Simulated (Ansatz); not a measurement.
**C6H18IN3Zr: basis-set convergence**

Aim: see how fast density functionals converge with the basis set for C6H18IN3Zr.

Computed with Ansatz 0.2.0, Gaussian basis. Level: one geometry, several basis sets.

Plan: PBE0-D4/def2-SVP; ωB97M-V/def2-SVP; PBE0-D4/def2-QZVPP; ωB97M-V/def2-QZVPP; the functionals' def2-TZVPP values are taken from earlier runs.

### 1 The geometry

The geometry comes from an earlier relaxation with PBE0-D4 in a triple-zeta def2 set; it is a stationary point, not always the lowest conformer. Zr, I take the def2 core potential; no spin-orbit term is included.

29 atoms, charge 0, spin multiplicity 1.

Atoms are counted from 1 here; the program's logs count them from 0.

Bond lengths: C1–N2 1.445 Å, C1–H12 1.099 Å, C1–H13 1.099 Å, C1–H14 1.099 Å, N2–C3 1.437 Å, N2–Zr4 2.018 Å, C3–H15 1.099 Å, C3–H16 1.100 Å, C3–H17 1.092 Å, Zr4–I5 2.799 Å, Zr4–N6 2.018 Å, Zr4–N9 2.018 Å, N6–C7 1.445 Å, N6–C8 1.437 Å, C7–H18 1.099 Å, C7–H19 1.099 Å, C7–H20 1.099 Å, C8–H21 1.092 Å and more. Angles: N2–C1–H12 111.9°, N2–C1–H13 111.0°, N2–C1–H14 111.9°, H12–C1–H13 107.2°, H12–C1–H14 108.1°, H13–C1–H14 106.6°, C1–N2–C3 113.3°, C1–N2–Zr4 112.7°, C3–N2–Zr4 133.9°, N2–C3–H15 111.4°, N2–C3–H16 111.6°, N2–C3–H17 110.5°, H15–C3–H16 107.2°, H15–C3–H17 107.7°, H16–C3–H17 108.1°, N2–Zr4–I5 110.0°, N2–Zr4–N6 108.9°, N2–Zr4–N9 108.9° and more.

### 2 PBE0-D4 in def2-SVP

in.yaml reads:

```yaml
crystal:
  periodic: [false, false, false]
  atoms:
    - {symbol: C, position_ang: [-2.645751, -0.934621, 0.842898]}
    - {symbol: N, position_ang: [-1.246163, -1.256054, 0.682740]}
    - {symbol: C, position_ang: [-0.839882, -2.412793, 1.433125]}
    - {symbol: Zr, position_ang: [-0.312976, -0.042883, -0.632801]}
    - {symbol: I, position_ang: [-1.550501, -0.213514, -3.137108]}
    - {symbol: N, position_ang: [-0.396715, 1.853675, 0.052207]}
    - {symbol: C, position_ang: [0.239372, 2.797942, -0.837487]}
    - {symbol: C, position_ang: [-1.015061, 2.474739, 1.191608]}
    - {symbol: N, position_ang: [1.621100, -0.600279, -0.778998]}
    - {symbol: C, position_ang: [2.871907, 0.076654, -0.570301]}
    - {symbol: C, position_ang: [1.777428, -1.948468, -1.274982]}
    - {symbol: H, position_ang: [-2.893663, -0.694241, 1.886724]}
    - {symbol: H, position_ang: [-2.922225, -0.061778, 0.234403]}
    - {symbol: H, position_ang: [-3.294899, -1.759945, 0.519929]}
    - {symbol: H, position_ang: [-0.998325, -2.268476, 2.511458]}
    - {symbol: H, position_ang: [-1.406591, -3.307603, 1.137342]}
    - {symbol: H, position_ang: [0.221514, -2.616647, 1.278002]}
    - {symbol: H, position_ang: [-0.475025, 3.533007, -1.232692]}
    - {symbol: H, position_ang: [0.676913, 2.287287, -1.707206]}
    - {symbol: H, position_ang: [1.052247, 3.345936, -0.339697]}
    - {symbol: H, position_ang: [-1.484349, 1.723205, 1.829744]}
    - {symbol: H, position_ang: [-0.279460, 3.018699, 1.801394]}
    - {symbol: H, position_ang: [-1.787081, 3.197613, 0.890334]}
    - {symbol: H, position_ang: [2.702037, 1.090391, -0.201841]}
    - {symbol: H, position_ang: [3.494470, -0.447721, 0.168773]}
    - {symbol: H, position_ang: [3.456133, 0.144120, -1.499515]}
    - {symbol: H, position_ang: [2.325775, -2.584822, -0.565601]}
    - {symbol: H, position_ang: [2.309801, -1.971930, -2.235633]}
    - {symbol: H, position_ang: [0.799980, -2.421505, -1.446809]}
basis:
  gaussian: {orbitals: def2-SVP}
hamiltonian: {xc: pbe0, dispersion: d4}
output: {orbitals: {seedname: orbitals}}
```

On the command line:

```
ansatz run in.yaml --threads 11 --pin off --events-out ev --progress --plain --max-ram 174080MiB --backend cuda --devices 0, --max-vram 75GiB
```

The runs that follow: ωB97M-V in def2-SVP; PBE0-D4 in def2-QZVPP; ωB97M-V in def2-QZVPP.

**Question.** What will the summary of the whole plan be? Wanted: PBE0-D4: double and triple zeta above quadruple; ωB97M-V: double and triple zeta above quadruple.

**Answer**, as computed:

```
                                       quantity           value
PBE0-D4: double and triple zeta above quadruple  13.29, 0.73 eV
ωB97M-V: double and triple zeta above quadruple  13.95, 0.72 eV
```

**Reading.** PBE0-D4 gains 12.55 eV from double to triple zeta, then 0.73 eV more. Total energies overstate the basis error of differences, where much of it tends to cancel. The LUMO of ωB97M-V is positive and keeps falling with the basis (1.48 to 0.69 eV): an unbound level that the basis holds in place.
